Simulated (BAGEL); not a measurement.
**HF/def2-SVPD (density fitting with qzvpp-jkfit) run of AlNH2Cl2 (SMILES [NH2][Al]([Cl])[Cl])**

Aim: the vertical singlet–triplet gap of AlNH2Cl2 at HF/def2-SVPD (density fitting with qzvpp-jkfit), from 2 runs. 

The calculation is run with BAGEL 1.2.2.

1 further run of the same task is left out (it didn't finish). Runs told in other sessions of the task aren't counted.

## Step 1: The molecule

The species is AlNH2Cl2 (6 atoms), meant as a singlet with charge 0. As SMILES, `[NH2][Al]([Cl])[Cl]`. Geometry: relaxed at PBE0-D4/def2-TZVP.

Bond lengths: N1–Al2 1.747 Å, Al2–Cl3 2.082 Å, Al2–Cl4 2.082 Å, N1–H5 1.006 Å, N1–H6 1.006 Å. Angles: N1–Al2–Cl3 120.1°, N1–Al2–Cl4 120.1°, Cl3–Al2–Cl4 119.9°, Al2–N1–H5 124.4°, Al2–N1–H6 124.4°, H5–N1–H6 111.2°.

## Step 2: A single-point energy at HF/def2-SVPD (density fitting with qzvpp-jkfit)

The input, calc.json:

```json
{ "bagel" : [

{
  "title" : "molecule",
  "basis" : "def2-svpd.json",
  "df_basis" : "qzvpp-jkfit",
  "angstrom" : "true",
  "geometry" : [
    { "atom" : "N", "xyz" : [   -0.150800,    1.005400,   -0.089000 ] },
    { "atom" : "Al", "xyz" : [    0.116500,   -0.715300,    0.048700 ] },
    { "atom" : "Cl", "xyz" : [    1.566400,   -1.444300,    1.352800 ] },
    { "atom" : "Cl", "xyz" : [   -1.014300,   -2.040600,   -1.091200 ] },
    { "atom" : "H", "xyz" : [    0.356900,    1.702800,    0.429400 ] },
    { "atom" : "H", "xyz" : [   -0.832500,    1.427900,   -0.697000 ] }
  ]
},
{ "title" : "hf" },
{ "title" : "print", "file" : "orbitals.molden", "orbitals" : "true" }

]}
```

The basis set def2-SVPD is read from a file made from the Basis Set Exchange's data (not shown).

On the command line:

```console
$ BAGEL_NUM_THREADS=1 BAGEL calc.json > calc.out
```

The log of the run:

```text
* using 1 threads per process

  ===============================================================
  ===============================================================

  *** Geometry ***

  { "atom" : "N", "xyz" : [     -0.284971,      1.899931,     -0.168186 ] },
  { "atom" : "Al", "xyz" : [      0.220153,     -1.351721,      0.092030 ] },
  { "atom" : "Cl", "xyz" : [      2.960067,     -2.729331,      2.556422 ] },
  { "atom" : "Cl", "xyz" : [     -1.916749,     -3.856175,     -2.062069 ] },
  { "atom" : "H", "xyz" : [      0.674443,      3.217826,      0.811448 ] },
  { "atom" : "H", "xyz" : [     -1.573197,      2.698340,     -1.317139 ] },

  Number of auxiliary basis functions:      497

  Since a DF basis is specified, we compute 2- and 3-index integrals:
    o Being stored without compression. Storage requirement is 0.052 GB

  Number of basis functions:      114
  Number of electrons      :       56

    * METHOD: MOLECULE                             0.23

  *** RHF ***

  === Nuclear Repulsion ===
   242.9103526874

      * DIIS with orbital gradients will be used.

  === RHF iteration (def2-svpd.json) ===
      0      -1216.15745860          0.01547099           0.11
      1      -1216.29175759          0.01010705           0.11
      2      -1216.34255146          0.00110112           0.11
      3      -1216.34372906          0.00032289           0.11
      4      -1216.34384235          0.00007704           0.10
      5      -1216.34384871          0.00002363           0.11
      6      -1216.34384939          0.00000823           0.10
      7      -1216.34384949          0.00000195           0.11
      8      -1216.34384950          0.00000074           0.11
      9      -1216.34384950          0.00000026           0.11
     10      -1216.34384950          0.00000006           0.11
     11      -1216.34384950          0.00000002           0.10
     12      -1216.34384950          0.00000001           0.11
    * SCF iteration converged.

    * Permanent dipole moment:
           (    0.144525,    -0.930738,     0.074285) a.u.

    * METHOD: HF                                   1.61

    * METHOD: PRINT                                0.02

  ===============================================================
```

Run time: 2 s. Hardware: 1 thread of Arm Neoverse V2, shared host; peak memory 0.17 GiB.

## Step 3: The triplet, same level

The input, hf.json:

```json
{ "bagel": [

{
  "title": "molecule",
  "basis": "def2-svpd.json",
  "df_basis": "qzvpp-jkfit",
  "angstrom": true,
  "geometry": [
    { "atom": "N", "xyz": [   -0.150800,    1.005400,   -0.089000 ] },
    { "atom": "Al", "xyz": [    0.116500,   -0.715300,    0.048700 ] },
    { "atom": "Cl", "xyz": [    1.566400,   -1.444300,    1.352800 ] },
    { "atom": "Cl", "xyz": [   -1.014300,   -2.040600,   -1.091200 ] },
    { "atom": "H", "xyz": [    0.356900,    1.702800,    0.429400 ] },
    { "atom": "H", "xyz": [   -0.832500,    1.427900,   -0.697000 ] }
  ]
},
{
  "title": "uhf",
  "nopen": 2
},
{
  "title": "print",
  "file": "orbitals.molden",
  "orbitals": true
}

]}
```

The basis set def2-SVPD is read from a file made from the Basis Set Exchange's data (not shown).

On the command line:

```console
$ BAGEL_NUM_THREADS=1 BAGEL hf.json > hf.out
```

The log of the run:

```text
* using 1 threads per process

  ===============================================================
  ===============================================================

  *** Geometry ***

  { "atom" : "N", "xyz" : [     -0.284971,      1.899931,     -0.168186 ] },
  { "atom" : "Al", "xyz" : [      0.220153,     -1.351721,      0.092030 ] },
  { "atom" : "Cl", "xyz" : [      2.960067,     -2.729331,      2.556422 ] },
  { "atom" : "Cl", "xyz" : [     -1.916749,     -3.856175,     -2.062069 ] },
  { "atom" : "H", "xyz" : [      0.674443,      3.217826,      0.811448 ] },
  { "atom" : "H", "xyz" : [     -1.573197,      2.698340,     -1.317139 ] },

  Number of auxiliary basis functions:      497

  Since a DF basis is specified, we compute 2- and 3-index integrals:
    o Being stored without compression. Storage requirement is 0.052 GB

  Number of basis functions:      114
  Number of electrons      :       56

    * METHOD: MOLECULE                             0.22

  *** Open-shell HF ***

  === Nuclear Repulsion ===
   242.9103526874

      * DIIS with orbital gradients will be used.

  === UHF iteration (def2-svpd.json) ===
      0      -1216.01330540          0.01715842           0.21
      1      -1216.12872090          0.00704402           0.22
      2      -1216.14624387          0.00252413           0.21
      3      -1216.14980421          0.00087646           0.21
      4      -1216.15134140          0.00040605           0.21
      5      -1216.15160618          0.00025162           0.21
      6      -1216.15188296          0.00013116           0.21
      7      -1216.15193182          0.00006783           0.21
      8      -1216.15195050          0.00002682           0.21
      9      -1216.15195356          0.00000935           0.22
     10      -1216.15195386          0.00000432           0.22
     11      -1216.15195395          0.00000162           0.22
     12      -1216.15195396          0.00000076           0.22
     13      -1216.15195396          0.00000039           0.21
     14      -1216.15195396          0.00000029           0.22
     15      -1216.15195396          0.00000028           0.21
     16      -1216.15195396          0.00000027           0.22
     17      -1216.15195396          0.00000027           0.21
     18      -1216.15195397          0.00000025           0.21
     19      -1216.15195397          0.00000020           0.21
     20      -1216.15195398          0.00000008           0.21
     21      -1216.15195398          0.00000003           0.21
     22      -1216.15195398          0.00000001           0.22
     23      -1216.15195398          0.00000001           0.22
    * SCF iteration converged.

    * S^2 (UHF) is 2.0091

    * Permanent dipole moment:
           (    0.234533,    -1.554282,     0.131637) a.u.

    * METHOD: UHF                                  5.34

    * METHOD: PRINT                                0.02

  ===============================================================
```

Wall time 5.7 s (1 thread of Arm Neoverse V2, shared host); peak memory 0.17 GiB.

## Step 4: Results

Level: HF/def2-SVPD (density fitting with qzvpp-jkfit).

```
                                        quantity           value
                           singlet: total energy  -1216.34385 Eh
                          singlet: dipole moment          2.40 D
                            singlet: HOMO energy       -11.61 eV
                            singlet: LUMO energy         1.06 eV
                          singlet: HOMO–LUMO gap        12.67 eV
                           triplet: total energy  -1216.15195 Eh
                          triplet: dipole moment          4.01 D
                                   triplet: ⟨S²⟩           2.009
vertical energy of the triplet above the singlet        5.222 eV
```

In words: At this shape the triplet lies 5.22 eV (504 kJ/mol) above the singlet.
